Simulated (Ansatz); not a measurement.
**C2H6F3NSi: up Jacob's ladder to CCSD(T)**

An exercise on one series of results from a longer session: the logs are not shown, and one member is left open.

Method: functionals in def2-TZVPP, the program's frozen cores in correlated methods; program: Ansatz 0.2.0, Gaussian basis.

Plan: LDA (SPW92), PBE-D4, revPBE-D4, BLYP-D4, r2SCAN-D4, B97M-V, PBE0-D4, B3LYP-D4, r2SCANh-D4, r2SCAN0-D4, HSE06-D4, BHLYP-D4, CAM-B3LYP-D4, LC-ωPBE, ωB97X-V, ωB97M-V, B2PLYP, PBE-QIDH; CCSD(T)/def2-SVP; MP2/def2-TZVPP; MP2/def2-QZVPP; RPA on PBE.

**The geometry**

All runs share one geometry, relaxed beforehand with PBE0-D4 in a triple-zeta def2 set.

SMILES `CN(C)[Si](F)(F)F`, 13 atoms, charge 0, spin multiplicity 1.

Atoms are counted from 1 here; the program's logs count them from 0.

Bond lengths: C1–N2 1.447 Å, C1–H8 1.091 Å, C1–H9 1.096 Å, C1–H10 1.097 Å, N2–C3 1.447 Å, N2–Si4 1.673 Å, C3–H11 1.096 Å, C3–H12 1.097 Å, C3–H13 1.091 Å, Si4–F5 1.577 Å, Si4–F6 1.581 Å, Si4–F7 1.577 Å. Angles: N2–C1–H8 110.8°, N2–C1–H9 110.3°, N2–C1–H10 111.6°, H8–C1–H9 107.8°, H8–C1–H10 108.3°, H9–C1–H10 108.0°, C1–N2–C3 114.2°, C1–N2–Si4 122.4°, C3–N2–Si4 122.4°, N2–C3–H11 110.3°, N2–C3–H12 111.6°, N2–C3–H13 110.8°, H11–C3–H12 108.0°, H11–C3–H13 107.8°, H12–C3–H13 108.3°, N2–Si4–F5 110.1°, N2–Si4–F6 115.8°, N2–Si4–F7 110.1° and more.

Geometry (Å):

```xyz
13
C2H6F3NSi
C    -0.8591   -0.3696    1.1537
N    -0.0093   -0.1191    0.0094
C     1.3312   -0.6488    0.1377
Si   -0.4438    0.9334   -1.2160
F     0.3268    0.5695   -2.5425
F    -0.1297    2.4608   -0.9550
F    -1.9991    0.8640   -1.4651
H    -1.8637    0.0189    0.9820
H    -0.9439   -1.4471    1.3354
H    -0.4609    0.0971    2.0633
H     1.2981   -1.7329    0.2954
H     1.8645   -0.1993    0.9847
H     1.9094   -0.4619   -0.7681
```

The first run:

Contents of in.yaml:

```yaml
crystal:
  periodic: [false, false, false]
  atoms:
    - {symbol: C, position_ang: [-0.859056, -0.369624, 1.153662]}
    - {symbol: N, position_ang: [-0.009345, -0.119130, 0.009396]}
    - {symbol: C, position_ang: [1.331220, -0.648757, 0.137711]}
    - {symbol: Si, position_ang: [-0.443819, 0.933418, -1.216013]}
    - {symbol: F, position_ang: [0.326830, 0.569546, -2.542492]}
    - {symbol: F, position_ang: [-0.129736, 2.460807, -0.954970]}
    - {symbol: F, position_ang: [-1.999132, 0.863959, -1.465113]}
    - {symbol: H, position_ang: [-1.863705, 0.018929, 0.982014]}
    - {symbol: H, position_ang: [-0.943909, -1.447150, 1.335448]}
    - {symbol: H, position_ang: [-0.460884, 0.097132, 2.063253]}
    - {symbol: H, position_ang: [1.298084, -1.732885, 0.295448]}
    - {symbol: H, position_ang: [1.864534, -0.199288, 0.984655]}
    - {symbol: H, position_ang: [1.909419, -0.461858, -0.768100]}
basis:
  gaussian: {orbitals: def2-TZVPP}
hamiltonian: {xc: lda}
output: {orbitals: {seedname: orbitals}}
```

On the command line:

```
> ansatz run in.yaml --threads 4 --pin off --events-out ev --progress --plain --max-ram 11315MiB
```

Steps of the session up to this table: LDA; PBE-D4 (GGA); revPBE-D4 (GGA); BLYP-D4 (GGA); r2SCAN-D4 (meta-GGA); B97M-V (meta-GGA); B3LYP-D4 (hybrid); r2SCANh-D4 (hybrid); r2SCAN0-D4 (hybrid); HSE06-D4 (hybrid); BHLYP-D4 (hybrid); CAM-B3LYP-D4 (range-separated); LC-ωPBE (range-separated); ωB97X-V (range-separated); ωB97M-V (range-separated); B2PLYP (double hybrid); PBE-QIDH (double hybrid).

One of the session's tables, all rows but one given; the rest of the session is left out.

It belongs to the step «Orbital energies across the functionals». 

| functional | HOMO (eV) | LUMO (eV) | gap (eV) |
| --- | --- | --- | --- |
| LDA (SPW92) | -6.01 | -0.28 | 5.73 |
| PBE-D4 | -5.87 | 0.01 | 5.88 |
| revPBE-D4 | -5.81 | 0.16 | 5.97 |
| BLYP-D4 | -5.77 | 0.02 | 5.79 |
| r2SCAN-D4 | ? | ? | ? |
| B97M-V | -6.27 | 0.20 | 6.47 |
| PBE0-D4 | -7.28 | 0.89 | 8.17 |
| B3LYP-D4 | -7.06 | 0.55 | 7.60 |
| r2SCANh-D4 | -6.66 | 0.90 | 7.56 |
| r2SCAN0-D4 | -7.46 | 1.30 | 8.76 |
| HSE06-D4 | -6.87 | 0.52 | 7.39 |
| BHLYP-D4 | -8.62 | 1.54 | 10.16 |
| CAM-B3LYP-D4 | -8.69 | 1.68 | 10.38 |
| LC-ωPBE | -10.05 | 3.04 | 13.09 |
| ωB97X-V | -9.70 | 2.81 | 12.51 |
| ωB97M-V | -9.61 | 2.41 | 12.01 |

Estimate the missing values for r2SCAN-D4.

Worked estimate for «HOMO (eV)». Against the share of exact exchange, r2SCANh-D4 (0.1, -6.66), r2SCAN0-D4 (0.25, -7.46) give a slope of -5.33 per unit share; at 0 the line stands at -6.13.

**Answer.** HOMO (eV): -6.13; LUMO (eV): 0.62; gap (eV): 6.75. In «HOMO (eV)» the line misses by 0.00.
